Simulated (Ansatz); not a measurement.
# CdClH6NSi2: up Jacob's ladder to CCSD(T)

The task here is to estimate one member of a computed series from the others.

Computed with Ansatz 0.2.0, Gaussian basis. Level: functionals in def2-TZVPP, the program's frozen cores in correlated methods.

Levels to be run: LDA (SPW92), PBE-D4, revPBE-D4, BLYP-D4, r2SCAN-D4, B97M-V, PBE0-D4, B3LYP-D4, r2SCANh-D4, r2SCAN0-D4, HSE06-D4, BHLYP-D4, CAM-B3LYP-D4, LC-ωPBE, ωB97X-V, ωB97M-V, B2PLYP, PBE-QIDH; CCSD(T)/def2-SVP; MP2/def2-TZVPP; MP2/def2-QZVPP; RPA on PBE.

1 further run of the same task is left out (for a known fault of the program). Runs told in other sessions of the task aren't counted.

**The relaxed structure**

An earlier PBE0-D4 in a triple-zeta def2 set relaxation fixed the geometry. Cd takes the def2 core potential; no spin-orbit term is included.

SMILES `[SiH3][N]([SiH3])[Cd][Cl]`, 11 atoms, charge 0, spin multiplicity 1.

Atoms are counted from 1 here; the program's logs count them from 0.

Bond lengths: Si1–N2 1.722 Å, Si1–H6 1.490 Å, Si1–H7 1.492 Å, Si1–H8 1.490 Å, N2–Si3 1.722 Å, N2–Cd4 2.013 Å, Si3–H9 1.492 Å, Si3–H10 1.490 Å, Si3–H11 1.490 Å, Cd4–Cl5 2.263 Å. Angles: N2–Si1–H6 112.1°, N2–Si1–H7 108.5°, N2–Si1–H8 112.1°, H6–Si1–H7 108.3°, H6–Si1–H8 107.5°, H7–Si1–H8 108.2°, Si1–N2–Si3 124.3°, Si1–N2–Cd4 117.9°, Si3–N2–Cd4 117.9°, N2–Si3–H9 108.5°, N2–Si3–H10 112.1°, N2–Si3–H11 112.1°, H9–Si3–H10 108.2°, H9–Si3–H11 108.3°, H10–Si3–H11 107.5°, N2–Cd4–Cl5 180.0°.

Set-up of the first run:

Contents of in.yaml:

```yaml
crystal:
  periodic: [false, false, false]
  atoms:
    - {symbol: Si, position_ang: [-1.155250, -0.069918, 1.188126]}
    - {symbol: N, position_ang: [-0.039171, 0.052096, -0.117574]}
    - {symbol: Si, position_ang: [1.595685, -0.484579, -0.049762]}
    - {symbol: Cd, position_ang: [-0.688208, 0.876255, -1.835984]}
    - {symbol: Cl, position_ang: [-1.417765, 1.803079, -3.767713]}
    - {symbol: H, position_ang: [-0.698041, 0.685611, 2.388483]}
    - {symbol: H, position_ang: [-2.462873, 0.498181, 0.748437]}
    - {symbol: H, position_ang: [-1.377143, -1.483254, 1.605175]}
    - {symbol: H, position_ang: [2.239408, -0.210590, -1.367521]}
    - {symbol: H, position_ang: [1.694587, -1.946278, 0.222885]}
    - {symbol: H, position_ang: [2.374172, 0.222495, 1.006047]}
basis:
  gaussian: {orbitals: def2-TZVPP}
hamiltonian: {xc: lda}
output: {orbitals: {seedname: orbitals}}
```

Started as:

```console
> ansatz run in.yaml --threads 4 --pin off --events-out ev --progress --plain --max-ram 11315MiB
```

Among the steps run: LDA; PBE-D4 (GGA); revPBE-D4 (GGA); BLYP-D4 (GGA); r2SCAN-D4 (meta-GGA); B97M-V (meta-GGA); PBE0-D4 (hybrid); B3LYP-D4 (hybrid); r2SCANh-D4 (hybrid); r2SCAN0-D4 (hybrid); HSE06-D4 (hybrid); BHLYP-D4 (hybrid); CAM-B3LYP-D4 (range-separated); LC-ωPBE (range-separated); ωB97X-V (range-separated); ωB97M-V (range-separated); B2PLYP (double hybrid); PBE-QIDH (double hybrid).

One of the session's tables, all rows but one given; the rest of the session is left out.

It belongs to the step «Frontier levels by functional». 

| functional | HOMO (eV) | LUMO (eV) | gap (eV) |
| --- | --- | --- | --- |
| LDA (SPW92) | -6.45 | -3.10 | 3.35 |
| PBE-D4 | -6.32 | -2.80 | 3.51 |
| revPBE-D4 | -6.26 | -2.67 | 3.59 |
| BLYP-D4 | ? | ? | ? |
| r2SCAN-D4 | -6.59 | -2.59 | 4.00 |
| B97M-V | -6.73 | -2.77 | 3.96 |
| PBE0-D4 | -7.57 | -1.92 | 5.65 |
| B3LYP-D4 | -7.35 | -2.19 | 5.16 |
| r2SCANh-D4 | -7.06 | -2.28 | 4.78 |
| r2SCAN0-D4 | -7.76 | -1.81 | 5.95 |
| HSE06-D4 | -7.17 | -2.29 | 4.88 |
| BHLYP-D4 | -8.74 | -1.07 | 7.68 |
| CAM-B3LYP-D4 | -8.91 | -0.96 | 7.95 |
| LC-ωPBE | -10.24 | 0.30 | 10.54 |
| ωB97X-V | -9.91 | 0.09 | 10.00 |
| ωB97M-V | -9.81 | -0.13 | 9.68 |

Estimate the missing values for BLYP-D4.

Worked estimate for «HOMO (eV)». Against the share of exact exchange, B3LYP-D4 (0.2, -7.35), BHLYP-D4 (0.5, -8.74) give a slope of -4.63 per unit share; at 0 the line stands at -6.42.

The run gave: HOMO (eV): -6.19; LUMO (eV): -2.72; gap (eV): 3.47. In «HOMO (eV)» the line misses by -0.23.
